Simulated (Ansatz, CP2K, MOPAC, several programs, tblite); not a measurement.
Energy against volume for a 2-atom cell of PbS started from a crystallographic database, at fixed shape and fractional coordinates, computed by several methods (PBE and r2SCAN, where shown, with plane waves in Ansatz); the cell shown is that of r2SCAN+rVV10. The symmetry is Fm-3m (No. 225, cubic); conventional cell a = 5.941 Å, 26.21 Å³ an atom. Pb has 6 S at 2.97 Å; S has 6 Pb at 2.97 Å. No spin polarisation and no zero-point or thermal motion. Energies count from each curve's lowest point; fits are third-order Birch-Murnaghan.

```cif
data_structure
_symmetry_space_group_name_H-M 'Fm-3m'
_symmetry_Int_Tables_number 225
_cell_length_a 5.9411
_cell_length_b 5.9411
_cell_length_c 5.9411
_cell_angle_alpha 90.000
_cell_angle_beta 90.000
_cell_angle_gamma 90.000
_cell_volume 209.70
loop_
_atom_site_label
_atom_site_type_symbol
_atom_site_symmetry_multiplicity
_atom_site_Wyckoff_symbol
_atom_site_fract_x
_atom_site_fract_y
_atom_site_fract_z
_atom_site_occupancy
Pb1 Pb 4 a 0.00000 0.00000 0.00000 1
S1 S 4 b 0.50000 0.00000 0.00000 1
```

light PBE (260 eV and a coarse mesh), on the shape of the cell shown:

| V (Å³/atom) | E (meV/atom) |
| --- | --- |
| 24.116 | 53.61 |
| 25.165 | 20.99 |
| 26.213 | 4.34 |
| 27.262 | 0.00 |
| 28.310 | 11.38 |
| 29.359 | 28.37 |

The points scatter about the fit by more than 0.3 meV an atom, since at so low a cutoff the number of plane waves jumps with the volume, so no fit is quoted.

PM7 (MOPAC), on the shape of the cell shown, as a cluster of 64 atoms at the zone centre:
```csv
V (Å³/atom),E (meV/atom)
23.068,340.91
24.640,164.60
26.213,55.04
27.786,0.00
29.359,39.20
```
The points scatter about the fit by more than 0.3 meV an atom, so no fit is quoted.

Problem. PBE/SZV (CP2K), on the shape of the cell shown, gives
```
V (Å³/atom)  E (meV/atom)
     23.068         37.84
     24.640          0.00
     26.213         16.33
     27.786         70.71
     29.359        151.71
```
What equilibrium volume and bulk modulus follow?

Solution. V₀ = 24.87 Å³ an atom and B₀ = 82 GPa.

PBE/DZVP (CP2K), on the shape of the cell shown:
```
V (Å³/atom)  E (meV/atom)
     23.068        122.47
     24.640         37.48
     26.213          0.91
     27.786          0.00
     29.359         25.38
```
V₀ = 27.03 Å³ an atom and B₀ = 53 GPa.

GFN1-xTB (tblite), on the shape of the cell shown, as a cluster of 64 atoms at the zone centre:
```tsv
V (Å³/atom)	E (meV/atom)
23.068	16.89
24.640	0.00
26.213	46.56
27.786	138.44
29.359	256.76
```
This method closes the gap of a crystal that DFT finds insulating, so its curve rests on a wrong state.
The points scatter about the fit by more than 0.3 meV an atom, so no fit is quoted.

Spin-orbit coupling is left out; in compounds of Pb, Bi, Tl or Hg it can lower a gap by up to about 1 eV, split its edges or invert the bands.
